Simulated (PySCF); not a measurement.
# C7H13N: magnetic properties

What do calculations give for the magnetic properties of C7H13N (`N[C@@H]1CC[C@@H]2CC[C@@H]21`)?

Computed with PySCF 2.14.0 and routines of our own; the level stands in each step. Atoms count from 0.

## Step 1: The starting structure

21 atoms, charge 0, multiplicity 1; geometry from: GFN2-xTB.

## Step 2: Magnetic properties: GIAO KT3/pcSseg-1

The job: settings as JSON, then the geometry in Å.

```
{"job": {"kind": "mag", "xc": "KT3", "basis": "pcSseg-1", "isotopologues": 2}, "charge": 0, "multiplicity": 1}
N      2.050995     1.055550     0.231708
C      1.276292    -0.173128     0.179341
C      0.759388    -0.445109    -1.239153
C     -0.455482    -1.347570    -1.030157
C     -1.104003    -0.819354     0.246378
C     -1.877607     0.501705     0.090600
C     -0.778230     1.241937     0.866427
C      0.000802    -0.074349     1.025790
H      2.346905     1.243074     1.183801
H      2.882102     0.969688    -0.343159
H      1.853073    -1.053592     0.521702
H      0.463580     0.503580    -1.685604
H      1.516615    -0.904181    -1.874115
H     -0.130518    -2.379367    -0.881343
H     -1.140371    -1.325620    -1.877670
H     -1.644142    -1.595792     0.787422
H     -2.002368     0.824644    -0.940944
H     -2.850989     0.506522     0.577694
H     -0.235738     1.991836     0.297245
H     -1.109928     1.678372     1.806067
H      0.170706    -0.381905     2.057498
```

With the program's defaults for keys left out, this is: GIAO KT3/pcSseg-1 magnetisability, rotational g tensor and spin-rotation constants, non-relativistic, gas phase.

Launch:

```sh
> OMP_NUM_THREADS=1 python excited_run.py task.json out
```

One launch serves the whole session: the jobs run in the order shown.

The program printed:

```text
coarse grid: 16728 points
cycle   1  E = -334.4614660504  dE =  8.204e-01  |g| = 6.557e-01  |ddm| = 4.155e+00
cycle   2  E = -334.2626779598  dE =  1.988e-01  |g| = 1.110e+00  |ddm| = 2.063e+00
cycle   3  E = -334.5797325888  dE = -3.171e-01  |g| = 9.183e-02  |ddm| = 1.412e+00
cycle   4  E = -334.5813934731  dE = -1.661e-03  |g| = 3.131e-02  |ddm| = 1.478e-01
cycle   5  E = -334.5815990511  dE = -2.056e-04  |g| = 1.098e-02  |ddm| = 3.880e-02
cycle   6  E = -334.5816260698  dE = -2.702e-05  |g| = 2.732e-03  |ddm| = 1.509e-02
cycle   7  E = -334.5816278984  dE = -1.829e-06  |g| = 7.111e-04  |ddm| = 4.621e-03
final grid: 159288 points
cycle   8  E = -334.5686620393  dE = -3.323e-04  |g| = 4.528e-03  |ddm| = 9.437e-02
cycle   9  E = -334.5686576745  dE =  4.365e-06  |g| = 5.960e-03  |ddm| = 1.020e-02
cycle  10  E = -334.5686655853  dE = -7.911e-06  |g| = 9.961e-04  |ddm| = 7.453e-03
cycle  11  E = -334.5686658060  dE = -2.207e-07  |g| = 1.913e-04  |ddm| = 1.297e-03
cycle  12  E = -334.5686658141  dE = -8.151e-09  |g| = 8.581e-05  |ddm| = 3.297e-04
cycle  13  E = -334.5686658159  dE = -1.800e-09  |g| = 1.175e-05  |ddm| = 9.413e-05
cycle  14  E = -334.5686658159  dE = -2.444e-11  |g| = 5.768e-06  |ddm| = 1.565e-05
converged SCF energy = -334.5686658159

Magnetisability tensor (1e-30 J/T^2)
    -1365.07       -3.01     -103.74
       -3.01    -1439.33      -56.57
     -103.74      -56.57    -1246.29
isotropic -1350.23   principal values   -1469.14  -1404.14  -1177.42
isotropic susceptibility -81.313 1e-6 cm^3/mol

Inertial axes            a          b          c
rot. const./GHz      3.0655     2.1890     1.5723
chi total           -82.110    -83.806    -78.023
chi diamagnetic    -533.516   -686.748   -908.959
chi paramagnetic    451.405    602.942    830.937
quadrupole/D A        3.970     -1.816     -2.154
g nuclear            0.6381     0.6168     0.6073
g electronic        -0.6501    -0.6201    -0.6138
g total             -0.0120    -0.0033    -0.0065

Spin-rotation constants (kHz, H = +C I.J)
atom  isotope        aa         bb         cc
  0    14N        0.156      0.096      0.081
  8     1H       -0.325     -0.097     -0.114
  9     1H       -0.065     -0.186     -0.174
 10     1H       -0.229     -0.140      0.000
 11     1H       -0.340     -0.192      0.033
 12     1H       -0.157     -0.036     -0.176
 13     1H       -0.323     -0.099     -0.040
 14     1H       -0.194     -0.176     -0.063
 15     1H       -0.116     -0.238     -0.017
 16     1H       -0.369     -0.193      0.039
 17     1H        0.068     -0.182     -0.166
 18     1H       -0.152     -0.212     -0.010
 19     1H       -0.318      0.045     -0.149
 20     1H       -0.333     -0.176      0.043
  1    13C*       0.612      0.441      0.358
  2    13C*       0.526      0.372      0.283
  3    13C*       0.515      0.358      0.301
  4    13C*       0.510      0.421      0.303
  5    13C*       0.583      0.302      0.248
  6    13C*       0.413      0.351      0.225
  7    13C*       0.556      0.384      0.328
* in the singly substituted isotopologue

Isotopologues: g along a, b, c
2H    at 8,9,10,11,12,1    -0.0095    -0.0027    -0.0053
15N   at 0                 -0.0116    -0.0035    -0.0064
```

Run time: 67 s. Hardware: 1 thread of Arm Neoverse V1, shared host; peak memory 0.71 GiB.

Key values:

| quantity | value |
| --- | --- |
| magnetisability | -1350·10⁻³⁰ J/T² |
| molar susceptibility | -81.3·10⁻⁶ cm³/mol |
| rotational g (a, b, c) | -0.0120, -0.0033, -0.0065 |

Orbitals, density, ELF and potential are computed afterwards from the orbital file.

Frontier orbitals at KT3/pcSseg-1, with the share of their density that lies nearest to each atom:

```
orbital  energy (eV)                                                                         lies on
   HOMO        -5.36                                        N0 60 %; H10 10 %; H8, H9 about 7 % each
   LUMO         0.24  H10, H20 about 13 % each; H8, H9 about 10 % each; H12, H15, H19 about 7 % each
```

ELF in a plane through or near 8 of the atoms.

Ten even steps from ' ' (0.00) to '@' (1.00):
```
                                                        
                                                        
                                                        
                            ::**%%%%--                  
                            ==@@@@@@##                  
            ..----..      ..++@@@@@@**                  
            --####++::    ++++--****::  --**++          
            ::**####**..  ==++--++%%**##@@@@@@**        
        ::**####++--##::  ::++++%%%%--%%@@@@@@##..      
      ..##@@@@@@**##**==::..    ==++..==%%@@%%--        
        --%%%%==..--**##**..  ..++####==::..            
                  --##**::++======--..                  
                ::**##----%%%%==++==..                  
              --@@@@@@@@**##++**@@@@##::                
              ==@@@@@@%%::..==%%@@@@@@++                
                ##@@%%==    ..++%%@@%%--                
                                ......                  
                                                        
                                                        
                                                        
```
The map spans 11.2 Å across and 10.2 Å up, centred on the molecule. Atoms in the plane (x, y in Å): N0 (-2.1, 0.8), C2 (-0.8, -1.2), C5 (1.8, 0.5), C6 (0.7, 1.5), H9 (-3.0, 0.4), H12 (-1.5, -2.0), H14 (1.2, -2.2), H17 (2.8, 0.9).

On the surface of density 0.002 e/bohr³ the electrostatic potential runs, from the 1st to the 99th percentile, from -1.37 V near N0 to 1.14 V near H9.

## Step 3: Magnetic properties: GIAO B97-2/pcSseg-1

Settings changed since step 2:

```diff
@@ -1,2 +1,2 @@
-{"job": {"kind": "mag", "xc": "KT3", "basis": "pcSseg-1", "isotopologues": 2}, "charge": 0, "multiplicity": 1}
+{"job": {"kind": "mag", "xc": "B97-2", "basis": "pcSseg-1"}, "charge": 0, "multiplicity": 1}
 N      2.050995     1.055550     0.231708
```

Method: GIAO B97-2/pcSseg-1 magnetisability, rotational g tensor and spin-rotation constants, non-relativistic, gas phase.

The program printed:

```text
coarse grid: 16728 points
cycle   1  E = -329.0342271084  dE =  1.040e+00  |g| = 4.995e-01  |ddm| = 4.108e+00
cycle   2  E = -328.9991535522  dE =  3.507e-02  |g| = 6.459e-01  |ddm| = 1.125e+00
cycle   3  E = -329.0998108234  dE = -1.007e-01  |g| = 5.006e-02  |ddm| = 6.825e-01
cycle   4  E = -329.1002602324  dE = -4.494e-04  |g| = 1.761e-02  |ddm| = 7.330e-02
cycle   5  E = -329.1003208098  dE = -6.058e-05  |g| = 7.151e-03  |ddm| = 2.284e-02
cycle   6  E = -329.1003325760  dE = -1.177e-05  |g| = 1.144e-03  |ddm| = 7.420e-03
cycle   7  E = -329.1003328781  dE = -3.021e-07  |g| = 2.880e-04  |ddm| = 1.784e-03
final grid: 159288 points
cycle   8  E = -329.1369717143  dE = -1.070e-04  |g| = 2.004e-03  |ddm| = 5.268e-02
cycle   9  E = -329.1369718499  dE = -1.356e-07  |g| = 1.990e-03  |ddm| = 5.120e-03
cycle  10  E = -329.1369727921  dE = -9.422e-07  |g| = 4.138e-04  |ddm| = 2.264e-03
cycle  11  E = -329.1369728292  dE = -3.711e-08  |g| = 1.409e-04  |ddm| = 5.915e-04
cycle  12  E = -329.1369728336  dE = -4.419e-09  |g| = 2.879e-05  |ddm| = 1.767e-04
cycle  13  E = -329.1369728338  dE = -1.711e-10  |g| = 8.064e-06  |ddm| = 3.608e-05
converged SCF energy = -329.1369728338

Magnetisability tensor (1e-30 J/T^2)
    -1408.89       -5.61      -99.28
       -5.61    -1476.30      -56.99
      -99.28      -56.99    -1295.75
isotropic -1393.65   principal values   -1510.04  -1441.74  -1229.15
isotropic susceptibility -83.927 1e-6 cm^3/mol

Inertial axes            a          b          c
rot. const./GHz      3.0655     2.1890     1.5723
chi total           -84.805    -86.406    -80.572
chi diamagnetic    -533.682   -686.828   -909.079
chi paramagnetic    448.878    600.422    828.508
quadrupole/D A        4.045     -1.887     -2.158
g nuclear            0.6381     0.6168     0.6073
g electronic        -0.6465    -0.6175    -0.6120
g total             -0.0083    -0.0007    -0.0047

Spin-rotation constants (kHz, H = +C I.J)
atom  isotope        aa         bb         cc
  0    14N        0.147      0.091      0.078
  8     1H       -0.328     -0.101     -0.117
  9     1H       -0.075     -0.188     -0.174
 10     1H       -0.238     -0.146     -0.005
 11     1H       -0.341     -0.195      0.030
 12     1H       -0.161     -0.040     -0.177
 13     1H       -0.328     -0.104     -0.043
 14     1H       -0.198     -0.180     -0.066
 15     1H       -0.126     -0.241     -0.023
 16     1H       -0.369     -0.196      0.033
 17     1H        0.056     -0.185     -0.167
 18     1H       -0.160     -0.214     -0.014
 19     1H       -0.320      0.038     -0.151
 20     1H       -0.337     -0.181      0.037
  1    13C*       0.593      0.430      0.351
  2    13C*       0.516      0.364      0.279
  3    13C*       0.503      0.348      0.294
  4    13C*       0.484      0.404      0.291
  5    13C*       0.565      0.289      0.235
  6    13C*       0.395      0.341      0.213
  7    13C*       0.533      0.370      0.320
* in the singly substituted isotopologue
```

Wall time 40 s (1 thread of Arm Neoverse V1, shared host); peak memory 1 GiB.

In short:

```csv
quantity,value
magnetisability,-1394·10⁻³⁰ J/T²
molar susceptibility,-83.9·10⁻⁶ cm³/mol
"rotational g (a, b, c)","-0.0083, -0.0007, -0.0047"
```

## Step 4: Magnetic properties side by side

```
              level  ξ (10⁻³⁰ J/T²)     g(a)     g(b)  gap (eV)  functions  time
  GIAO KT3/pcSseg-1           -1350  -0.0120  -0.0033      5.60        201  67 s
GIAO B97-2/pcSseg-1           -1394  -0.0083  -0.0007      7.66        201  40 s
```

## Step 5: Results

```
                                          quantity                      value
       magnetisability (step 2, GIAO KT3/pcSseg-1)           -1350·10⁻³⁰ J/T²
  molar susceptibility (step 2, GIAO KT3/pcSseg-1)         -81.3·10⁻⁶ cm³/mol
rotational g (a, b, c) (step 2, GIAO KT3/pcSseg-1)  -0.0120, -0.0033, -0.0065
             surface potential, 1st and 99th percentile         -1.37 V and 1.14 V
                   magnetisability over the levels  -1394 to -1350·10⁻³⁰ J/T²
```

**Reading.** The magnetisability spreads by 3.2 % over 2 levels, from GIAO B97-2/pcSseg-1 (40 s) to GIAO KT3/pcSseg-1 (67 s); the runs took 40 s to 67 s. Two levels can agree by chance, so this spread shows no convergence. Vibrational averaging and real surroundings are missing from these values.
